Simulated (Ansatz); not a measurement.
# BH₇SeSi₂: how energies converge with the basis set

One table from this session's results is given with a row withheld; the runs are named, their logs left out.

The runs use Ansatz 0.2.0, Gaussian basis; one geometry, several basis sets.

Plan: PBE0-D4/def2-SVP; ωB97M-V/def2-SVP; PBE0-D4/def2-QZVPP; ωB97M-V/def2-QZVPP; the functionals' def2-TZVPP values are taken from earlier runs.

## Structure used throughout

All runs share one geometry, relaxed beforehand with PBE0-D4 in a triple-zeta def2 set.

SMILES `B[Se][SiH2][SiH3]`, 11 atoms, charge 0, spin multiplicity 1.

Atoms are counted from 1 here; the program's logs count them from 0.

Bond lengths: B1–Se2 1.908 Å, B1–H5 1.192 Å, B1–H6 1.191 Å, Se2–Si3 2.304 Å, Si3–Si4 2.336 Å, Si3–H7 1.487 Å, Si3–H8 1.486 Å, Si4–H9 1.486 Å, Si4–H10 1.487 Å, Si4–H11 1.488 Å. Angles: Se2–B1–H5 121.1°, Se2–B1–H6 116.5°, H5–B1–H6 122.4°, B1–Se2–Si3 98.0°, Se2–Si3–Si4 109.0°, Se2–Si3–H7 106.3°, Se2–Si3–H8 109.0°, Si4–Si3–H7 111.2°, Si4–Si3–H8 112.3°, H7–Si3–H8 108.8°, Si3–Si4–H9 109.3°, Si3–Si4–H10 108.8°, Si3–Si4–H11 111.1°, H9–Si4–H10 109.2°, H9–Si4–H11 109.2°, H10–Si4–H11 109.2°.

Set-up of the first run:

The input, in.yaml:

```yaml
crystal:
  periodic: [false, false, false]
  atoms:
    - {symbol: B, position_ang: [-0.712155, 2.045196, 0.957584]}
    - {symbol: Se, position_ang: [1.084382, 1.434216, 1.151854]}
    - {symbol: Si, position_ang: [0.707400, -0.802294, 0.746233]}
    - {symbol: Si, position_ang: [0.053188, -1.073069, -1.479872]}
    - {symbol: H, position_ang: [-1.596283, 1.286935, 0.702803]}
    - {symbol: H, position_ang: [-0.896317, 3.212415, 1.107830]}
    - {symbol: H, position_ang: [1.993962, -1.497054, 1.016526]}
    - {symbol: H, position_ang: [-0.316893, -1.300971, 1.700088]}
    - {symbol: H, position_ang: [-1.166084, -0.262810, -1.735738]}
    - {symbol: H, position_ang: [1.150027, -0.598271, -2.363767]}
    - {symbol: H, position_ang: [-0.235728, -2.501194, -1.782940]}
basis:
  gaussian: {orbitals: def2-SVP}
hamiltonian: {xc: pbe0, dispersion: d4}
output: {orbitals: {seedname: orbitals}}
```

Launch:

```sh
> ansatz run in.yaml --threads 4 --pin off --events-out ev --progress --plain --max-ram 10444MiB
```

Among the steps run: PBE0-D4 in def2-SVP; ωB97M-V in def2-SVP; PBE0-D4 in def2-QZVPP; ωB97M-V in def2-QZVPP.

One table of the session follows, with a row left open; its other results are not shown here.

It belongs to the step «Density functionals: the series». 

| functional | basis | HOMO (eV) | LUMO (eV) |
| --- | --- | --- | --- |
| PBE0-D4 | def2-SVP | -7.55 | -1.56 |
| PBE0-D4 | def2-TZVPP | -7.56 | -1.64 |
| PBE0-D4 | def2-QZVPP | ? | ? |
| ωB97M-V | def2-SVP | -9.53 | 0.46 |
| ωB97M-V | def2-TZVPP | -9.58 | 0.26 |
| ωB97M-V | def2-QZVPP | -9.58 | 0.20 |

**Question.** Estimate the row for PBE0-D4, def2-QZVPP.

**Answer.** HOMO (eV): -7.56; LUMO (eV): -1.66.
